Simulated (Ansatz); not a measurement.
# Si16F: the cost of one run

All numbers below are computed with Ansatz 0.2.0 (DFT PBE, plane waves, PAW, scalar-relativistic, no spin polarisation).

**1. Starting point**

The cell holds 17 atoms (FSi16): a = 7.681 Å, b = 7.681 Å, c = 7.681 Å, α = 60.00°, β = 60.00°, γ = 60.00°.

The coordinates stand in the first input below.

**2. End point A**

input.yaml reads:

```yaml
crystal:
  lattice:
    - [0.0, 5.43096, 5.43096]
    - [5.43096, 0.0, 5.43096]
    - [5.43096, 5.43096, 0.0]
  atoms:
    - { symbol: Si, position: [0.0, 0.0, 0.0] }
    - { symbol: Si, position: [0.125, 0.125, 0.125] }
    - { symbol: Si, position: [0.0, 0.0, 0.5] }
    - { symbol: Si, position: [0.125, 0.125, 0.625] }
    - { symbol: Si, position: [0.0, 0.5, 0.0] }
    - { symbol: Si, position: [0.125, 0.625, 0.125] }
    - { symbol: Si, position: [0.0, 0.5, 0.5] }
    - { symbol: Si, position: [0.125, 0.625, 0.625] }
    - { symbol: Si, position: [0.5, 0.0, 0.0] }
    - { symbol: Si, position: [0.625, 0.125, 0.125] }
    - { symbol: Si, position: [0.5, 0.0, 0.5] }
    - { symbol: Si, position: [0.625, 0.125, 0.625] }
    - { symbol: Si, position: [0.5, 0.5, 0.0] }
    - { symbol: Si, position: [0.625, 0.625, 0.125] }
    - { symbol: Si, position: [0.5, 0.5, 0.5] }
    - { symbol: Si, position: [0.625, 0.625, 0.625] }
    - { symbol: F, position: [0.754174, 0.2389361, 0.7443585] }
total_charge: -1
basis:
  ecutwfc: 420.0
kpoints:
  mp_grid: { grid: [2, 2, 2] }
hamiltonian:
  xc: pbe
scf:
  occupations: { method: gaussian, width: 0.05 }
  lower_state_search: "off"
relax:
  f_tol: 0.03
  max_steps: 60
  adjacent_minimum: "off"
```

Command:

```
ansatz run input.yaml --threads 1 --pin off --max-ram 3072MiB --backend cpu --events-out ev --progress --plain --runs-dir out
```

Q: Estimate wall time and peak memory on 1 thread of an x86-64 CPU, shared host.

About 49 s, with a peak of 0.61 GiB.
